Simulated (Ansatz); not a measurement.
This script makes the interaction energy of a dimer with the counterpoise correction of BH₃SSi, SMILES B1[SiH2]S1 with the Ansatz DFT code, driven from Python.

`bh3ssi_dimer.py`
```python
# -*- coding: utf-8 -*-
'''Binding of a BH3SSi dimer at a trial geometry.'''

import ansatz as az

BASIS_SET = 'def2-SVP'
XC = 'PBE'

FIRST = [
    ('B', (-0.8191, -0.8979, -0.1288)),
    ('Si', (0.4235, 0.6329, 0.2071)),
    ('S', (0.9431, -1.278, 0.3702)),
    ('H', (-1.6666, -1.0751, -0.9047)),
    ('H', (0.914, 1.2835, -1.0337)),
    ('H', (0.2052, 1.3347, 1.4898)),
]
SECOND = [
    ('B', (-4.3322, 2.2867, -0.396)),
    ('Si', (-4.7024, 0.3246, -0.2807)),
    ('S', (-5.1169, 1.6217, 1.1663)),
    ('H', (-4.4025, 3.0567, -1.2642)),
    ('H', (-5.8907, -0.1029, -1.0609)),
    ('H', (-3.5088, -0.5157, -0.0462)),
]

def energy(atoms, ghosts=()):
    molecule = az.Crystal.molecule()
    for symbol, xyz in atoms:
        molecule = molecule.atom(symbol, xyz)
    calc = (
        molecule.calculation()
        .basis(gaussian=BASIS_SET)
        .functional(XC)
    )
    deck = calc.input()
    if ghosts:
        deck = deck.set(az.key.basis.gaussian.ghost_atoms, [{'symbol': s, 'position_ang': list(xyz)} for s, xyz in ghosts])
    return az.Session.from_dict(deck).plan().execute().report['free_energy_ev']

# ghost atoms carry the functions of the partner
both = energy(FIRST + SECOND)
alone = energy(FIRST) + energy(SECOND)
ghosted = energy(FIRST, SECOND) + energy(SECOND, FIRST)
print(f'dimer {both:.6f} eV')
print(f'interaction, uncorrected   {96.485332 * (both - alone):8.3f} kJ/mol')
print(f'interaction, counterpoise  {96.485332 * (both - ghosted):8.3f} kJ/mol')
print(f'basis-set superposition    {96.485332 * (alone - ghosted):8.3f} kJ/mol')
```

How large is the interaction at this pose, and how much of it is basis-set superposition?

Uncorrected it is 2.034 kJ/mol, with the counterpoise correction 3.585 kJ/mol; the difference, 1.55 kJ/mol, is the superposition error. In this basis both values are repulsive.

The output:

Output of `python bh3ssi_dimer.py`:
```text
dimer -38841.268138 eV
interaction, uncorrected      2.034 kJ/mol
interaction, counterpoise     3.585 kJ/mol
basis-set superposition       1.551 kJ/mol
```

Caveats:
- These settings explore the input space; basis and method may be short of convergence.
- The dimer is a generated trial pose of unrelaxed monomers, not a minimum, so the figure is no binding energy, and the basis set is small.
- This level lacks the dispersion part of the attraction (electrostatics and induction are there), which can decide the sign where the interaction is weak.
- It ran for 11 s on 1 thread of Arm Neoverse V2, with other jobs on the host, peak memory 0.22 GiB.

(A comment or docstring line of the script was reworded after the run, the code is as it ran; lines on the test bed's own set-up are left out of the output.)
